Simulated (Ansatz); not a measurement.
# BH4OSSi radical: a ladder of functionals and wavefunction methods

One table from this session's results is given with a row withheld; the runs are named, their logs left out.

Computed with Ansatz 0.2.0, Gaussian basis. Level: functionals in def2-TZVPP, the program's frozen cores in correlated methods.

Plan: LDA (SPW92), PBE-D4, revPBE-D4, BLYP-D4, r2SCAN-D4, B97M-V, PBE0-D4, B3LYP-D4, r2SCANh-D4, r2SCAN0-D4, HSE06-D4, BHLYP-D4, CAM-B3LYP-D4, LC-ωPBE, ωB97X-V, ωB97M-V, B2PLYP, PBE-QIDH; CCSD(T)/def2-SVP; CCSD(T)/def2-TZVPP; MP2/def2-QZVPP; extrapolation to the limit; RPA on PBE.

## Structure used throughout

All runs share one geometry, relaxed beforehand with PBE0-D4 in a triple-zeta def2 set.

SMILES `[SiH3]O[B]S`, 8 atoms, charge 0, spin multiplicity 2.

Atoms are counted from 1 here; the program's logs count them from 0.

Bond lengths: Si1–O2 1.664 Å, Si1–H5 1.479 Å, Si1–H6 1.482 Å, Si1–H7 1.482 Å, O2–B3 1.334 Å, B3–S4 1.796 Å, S4–H8 1.341 Å. Angles: O2–Si1–H5 106.1°, O2–Si1–H6 109.6°, O2–Si1–H7 109.5°, H5–Si1–H6 110.6°, H5–Si1–H7 110.6°, H6–Si1–H7 110.2°, Si1–O2–B3 130.9°, O2–B3–S4 123.3°, B3–S4–H8 95.3°.

As a file:

```
Si   -0.8967    1.2223    0.1973
O     0.3267    0.2295   -0.3383
B     0.6099   -1.0417   -0.0506
S     2.0004   -1.9278   -0.7627
H    -0.6693    2.5368   -0.4422
H    -0.8305    1.3410    1.6733
H    -2.2058    0.6617   -0.2139
H     1.7576   -3.0790   -0.1186
```

Set-up of the first run:

File in.yaml:

```yaml
crystal:
  periodic: [false, false, false]
  atoms:
    - {symbol: Si, position_ang: [-0.896738, 1.222310, 0.197275]}
    - {symbol: O, position_ang: [0.326668, 0.229484, -0.338290]}
    - {symbol: B, position_ang: [0.609863, -1.041714, -0.050558]}
    - {symbol: S, position_ang: [2.000371, -1.927780, -0.762738]}
    - {symbol: H, position_ang: [-0.669340, 2.536829, -0.442230]}
    - {symbol: H, position_ang: [-0.830505, 1.341040, 1.673296]}
    - {symbol: H, position_ang: [-2.205833, 0.661686, -0.213929]}
    - {symbol: H, position_ang: [1.757615, -3.078956, -0.118625]}
basis:
  gaussian: {orbitals: def2-TZVPP}
magnetization: {spin_polarized: true, initial_magnetization: 1}
hamiltonian: {xc: lda}
output: {orbitals: {seedname: orbitals}}
```

Started as:

```
$ ansatz run in.yaml --threads 4 --pin off --events-out ev --progress --plain --max-ram 10444MiB
```

Steps of the session up to this table: LDA; PBE-D4 (GGA); revPBE-D4 (GGA); BLYP-D4 (GGA); r2SCAN-D4 (meta-GGA); B97M-V (meta-GGA); PBE0-D4 (hybrid); B3LYP-D4 (hybrid); r2SCANh-D4 (hybrid); r2SCAN0-D4 (hybrid); HSE06-D4 (hybrid); BHLYP-D4 (hybrid); CAM-B3LYP-D4 (range-separated); LC-ωPBE (range-separated); ωB97X-V (range-separated); ωB97M-V (range-separated); B2PLYP (double hybrid); PBE-QIDH (double hybrid).

One of the session's tables, all rows but one given; the rest of the session is left out.

It belongs to the step «Frontier levels by functional». 

```
  functional  HOMO (eV)  LUMO (eV)  gap (eV)
 LDA (SPW92)      -4.37      -2.94      1.43
      PBE-D4      -4.38      -2.44      1.94
   revPBE-D4          ?          ?         ?
     BLYP-D4      -4.20      -2.52      1.68
   r2SCAN-D4      -4.75      -1.88      2.87
      B97M-V      -4.47      -2.57      1.90
     PBE0-D4      -5.63      -1.47      4.16
    B3LYP-D4      -5.35      -1.93      3.41
  r2SCANh-D4      -5.21      -1.58      3.63
  r2SCAN0-D4      -5.91      -1.15      4.76
    HSE06-D4      -5.22      -1.85      3.38
    BHLYP-D4      -6.73      -0.75      5.98
CAM-B3LYP-D4      -6.92      -0.69      6.23
     LC-ωPBE      -8.38       0.79      9.16
     ωB97X-V      -7.84       0.20      8.04
     ωB97M-V      -7.47      -0.04      7.44
```

Estimate the missing values for revPBE-D4.

The run gave: HOMO (eV): -4.35; LUMO (eV): -2.29; gap (eV): 2.06. In the column «HOMO (eV)» it lies between LDA (SPW92) (-4.37) and BLYP-D4 (-4.20).
